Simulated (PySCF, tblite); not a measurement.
**GeH₈O₃Si₃: geometry, infrared bands and NMR shifts**

What infrared bands and NMR shifts should GeH₈O₃Si₃ (`[GeH3][O][SiH]1O[SiH2][SiH2]O1`) show?

Programs: tblite 0.8.0 and PySCF 2.14.0, with density-fitted response routines of our own. Each step states its level of theory. These are calculated values for one molecule in the gas phase, unless marked as measured. Atoms count from 0, in the outputs and in this text.

## (1) The starting structure

15 atoms, charge 0, multiplicity 1; geometry from: force field or distance geometry start.

Bonds of the start (Å): Ge0–O1 1.78, O1–Si2 1.71, Si2–O3 1.68, O3–Si4 1.71, Si4–Si5 2.24, Si5–O6 1.70, O6–Si2 1.66, Ge0–H7 1.55, Ge0–H8 1.55, Ge0–H9 1.57, Si2–H10 1.49, Si4–H11 1.45, Si4–H12 1.46, Si5–H13 1.46, Si5–H14 1.45.

## (2) Relaxing the molecule with GFN2-xTB

Job settings and geometry (Å):

```
{"job": {"kind": "relax", "xc": "GFN2-xTB", "basis": "xTB"}, "charge": 0, "multiplicity": 1}
Ge    -2.801000     1.142300     0.019200
O     -1.614800     0.102700     0.844600
Si    -0.424600    -0.530300    -0.214800
O      0.529500     0.756200    -0.732900
Si     2.068600     0.642200    -0.006900
Si     2.085600    -1.592000     0.209400
O      0.423500    -1.758800     0.501200
H     -3.740300     0.247500    -0.827400
H     -2.131400     2.247000    -0.831100
H     -3.717200     1.760000     1.135900
H     -1.145500    -1.105300    -1.385700
H      3.150100     1.132200    -0.840600
H      2.001100     1.214400     1.334600
H      2.927200    -2.035300     1.318400
H      2.384900    -2.214800    -1.062600
```

Run with:

```console
$ OMP_NUM_THREADS=1 python probes_run.py task.json out
```

One launch serves the whole session: the jobs run in the order shown.

**Question.** This job is followed by: GFN2-xTB harmonic vibrations, gas phase; GIAO PBE0/pcSseg-1 NMR shielding, non-relativistic, gas phase. What will the session give for the following? strongest single infrared mode (GFN2-xTB); zero-point energy (GFN2-xTB); 1H shifts against TMS (PBE0/pcSseg-1, means over atoms taken as alike); 73Ge shifts against GeMe4 (PBE0/pcSseg-1); 17O shifts against H2O (PBE0/pcSseg-1, means over atoms taken as alike); 29Si shifts against TMS (PBE0/pcSseg-1, means over atoms taken as alike); surface potential, 1st and 99th percentile.

As calculated:

| quantity | value |
| --- | --- |
| strongest single infrared mode (GFN2-xTB) | 995 cm⁻¹, 794 km/mol |
| zero-point energy (GFN2-xTB) | 48.2 kcal/mol |
| 1H shifts against TMS (PBE0/pcSseg-1, means over atoms taken as alike) | 5.46, 5.45, 4.99, 4.37 ppm |
| 73Ge shifts against GeMe4 (PBE0/pcSseg-1) | -86 ppm |
| 17O shifts against H2O (PBE0/pcSseg-1, means over atoms taken as alike) | 63.3, 39.0 ppm |
| 29Si shifts against TMS (PBE0/pcSseg-1, means over atoms taken as alike) | -29.0, -48.5 ppm |
| surface potential, 1st and 99th percentile | -1.28 V and 1.89 V |

**Reading.** Relaxing lowered the energy by 1.131 eV in 182 steps; the close pair that moved most is O1–Si2, from 1.715 to 1.612 Å. No mode is imaginary among the 39: a minimum at this level. The strongest single mode, at 995 cm⁻¹, is carried by O6, Si2, O3. Unscaled tight-binding wavenumbers are off by several per cent, some by more. Its intensities can rank the bands wrongly. At PBE0/pcSseg-1: The largest span, 298 ppm, is at Ge0, where the paramagnetic term is -1340 ppm. By nearest atom (PBE0/pcSseg-1), the HOMO sits on Si4, Si5 about 24 % each; O3, O6 about 9 % each and the LUMO on Si4, Si5 about 20 % each; 4 H atoms about 9 % each. Spin-orbit coupling is left out, which matters for shieldings and couplings at and beside the heavy atoms.
